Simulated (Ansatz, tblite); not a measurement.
# [Ni(SH)4]2- (NiH4S4 (-2)): one state, many levels

How do method and basis change the picture of [Ni(SH)4]2- (NiH4S4 (-2)) (triplet)?

Method: as each input shows; program: Ansatz 0.2.0, Gaussian basis.

Levels to be run: GFN1-xTB, GFN2-xTB, PBE-D4/def2-TZVPD, r2SCAN-D4/def2-TZVPD, PBE-QIDH/def2-TZVPD, r2SCANh-D4/def2-TZVPD, HSE06-D4/def2-TZVPD, B2PLYP/def2-TZVPD, ωB97M-V/def2-TZVPD, LC-ωPBE(0.10)/def2-SVPD, LC-ωPBE(0.15)/def2-SVPD, LC-ωPBE(0.20)/def2-SVPD, LC-ωPBE(0.30)/def2-SVPD, PBE-D4/def2-SVPD, PBE0-D4/def2-SVPD, MP2/def2-TZVPD, RPA/def2-TZVPD.

## (1) The structure

The triplet was relaxed beforehand with PBE0-D4/def2-SVPD.

9 atoms, charge -2, spin multiplicity 3.

Bond lengths: Ni1–S2 2.364 Å, Ni1–S4 2.364 Å, Ni1–S6 2.399 Å, Ni1–S8 2.399 Å, S2–H3 1.353 Å, S4–H5 1.353 Å, S6–H7 1.353 Å, S8–H9 1.353 Å. Angles: S2–Ni1–S4 118.4°, S2–Ni1–S6 98.9°, S2–Ni1–S8 103.1°, S4–Ni1–S6 103.1°, S4–Ni1–S8 99.0°, S6–Ni1–S8 136.2°, Ni1–S2–H3 95.6°, Ni1–S4–H5 95.5°, Ni1–S6–H7 94.5°, Ni1–S8–H9 94.5°.

Formally the metal is d8. No spin-orbit coupling is included. The ion is computed in the gas phase, without counter-ions or solvent.

PBE0-D4/def2-TZVPD was run before; its log isn't repeated, and its numbers join the tables.

## (2) GFN1-xTB

Tight binding, by tblite at 300 K electronic temperature and without a spin-polarisation term:

```python
tblite.interface.Calculator('GFN1-xTB', numbers, positions, charge=-2, uhf=2).singlepoint()
```

Energy -582.1900 eV; 0.014 s.

## (3) GFN2-xTB

Tight binding, by tblite at 300 K electronic temperature and without a spin-polarisation term:

```python
tblite.interface.Calculator('GFN2-xTB', numbers, positions, charge=-2, uhf=2).singlepoint()
```

Energy -549.6554 eV; 0.016 s.

## (4) PBE-D4/def2-TZVPD

start.molden holds the orbitals of an earlier run on this state, given as this run's starting guess.

The input, in.yaml:

```yaml
crystal:
  periodic: [false, false, false]
  atoms:
    - {symbol: Ni, position_ang: [-0.083866, -0.091906, 0.009684]}
    - {symbol: S, position_ang: [1.641930, -0.185498, -1.602661]}
    - {symbol: H, position_ang: [2.578045, -0.688268, -0.764289]}
    - {symbol: S, position_ang: [-0.174753, 1.780502, 1.450010]}
    - {symbol: H, position_ang: [-0.823650, 2.585259, 0.576600]}
    - {symbol: S, position_ang: [-1.947064, 0.261533, -1.459326]}
    - {symbol: H, position_ang: [-2.759362, 0.736170, -0.486431]}
    - {symbol: S, position_ang: [0.570106, -1.759084, 1.605612]}
    - {symbol: H, position_ang: [0.998625, -2.638697, 0.670791]}
basis:
  gaussian: {orbitals: def2-TZVPD, initial_orbitals: start.molden}
total_charge: -2
magnetization: {spin_polarized: true, initial_magnetization: 2}
hamiltonian: {xc: pbe, dispersion: d4}
scf: {omitted_lower_state_checks: [starts]}
output: {forces: true, orbitals: {seedname: orbitals}}
```

Command:

```console
$ ansatz run in.yaml --threads 4 --pin off --events-out ev --progress --plain --max-ram 8704MiB
```

Further steps of the session: r2SCAN-D4/def2-TZVPD; PBE-QIDH/def2-TZVPD; r2SCANh-D4/def2-TZVPD; HSE06-D4/def2-TZVPD; B2PLYP/def2-TZVPD; ωB97M-V/def2-TZVPD; LC-ωPBE(0.10)/def2-SVPD; LC-ωPBE(0.15)/def2-SVPD; LC-ωPBE(0.20)/def2-SVPD; LC-ωPBE(0.30)/def2-SVPD; PBE-D4/def2-SVPD; PBE0-D4/def2-SVPD; MP2/def2-TZVPD; RPA/def2-TZVPD.

**Question.** What will the summary of the whole plan be? Wanted: gap in def2-TZVPD, named functionals, smallest and largest; gap over the ω; correlation energy, MP2/def2-TZVPD; ⟨S²⟩ in def2-TZVPD, named functionals, smallest and largest; PBE0 total energy, smallest basis above largest.

As calculated:

```
                                                   quantity                                value
 gap in def2-TZVPD, named functionals, smallest and largest  0.56 eV (PBE-D4), 6.33 eV (ωB97M-V)
                                    gap over the ω (1/bohr)       3.46 eV at 0.1, 7.14 eV at 0.3
                         correlation energy, MP2/def2-TZVPD                            -35.08 eV
⟨S²⟩ in def2-TZVPD, named functionals, smallest and largest                         2.005, 2.009
            PBE0 total energy, smallest basis above largest     19.75 eV (def2-SVPD, def2-TZVPD)
```

**Reading.** Orbital gaps of the named functionals in def2-TZVPD span 0.56 eV (PBE-D4) to 6.33 eV (ωB97M-V); exact exchange widens it. Raising the ω (1/bohr) from 0.1 to 0.3 moves the HOMO by -1.97 eV and the LUMO by +1.71 eV. Over the named functionals in def2-TZVPD spin contamination reaches 0.01 (HSE06-D4), which is small. PBE-D4, r2SCAN-D4, r2SCANh-D4, PBE0-D4, HSE06-D4 put the HOMO above zero: the outermost electron is held by the basis alone.
